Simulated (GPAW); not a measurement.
Crystal: BPd4.

```
Pd B
1.0
     2.89203    0.00000    0.00000
     0.00000    4.36501    0.00000
     0.00000    0.00000    5.85632
Pd B
4 1
Direct
  0.50000 0.00000 0.19758
  0.00000 0.00000 0.61947
  0.00000 0.50000 0.32916
  0.50000 0.50000 0.86756
  0.50000 0.00000 0.86323
```

The cell comes from a database or a generator and needn't be the stable form of this composition.

Base run:

| Quantity | Value |
| --- | --- |
| Program | GPAW 26.7.0 |
| Functional | PBEsol |
| Potentials or basis | PAW data sets generated in the run's folder for this functional |
| Cutoff | 800 eV |
| Basis | pw |
| k mesh | 7 × 5 × 4 |
| Occupations | fermi-dirac, width 0.05 eV |
| Spin | no spin polarisation |

Its results: pressure -8.2 GPa; largest force 0.159 eV/Å.

Q: The run is repeated on the same cell with these changes: functional from PBEsol to RPBE; potentials or basis from PAW data sets generated in the run's folder for this functional to the program's PAW data sets (release 1.2.1) made for this functional. What comes out?

A: Pressure 3.2 GPa; largest force 0.166 eV/Å.
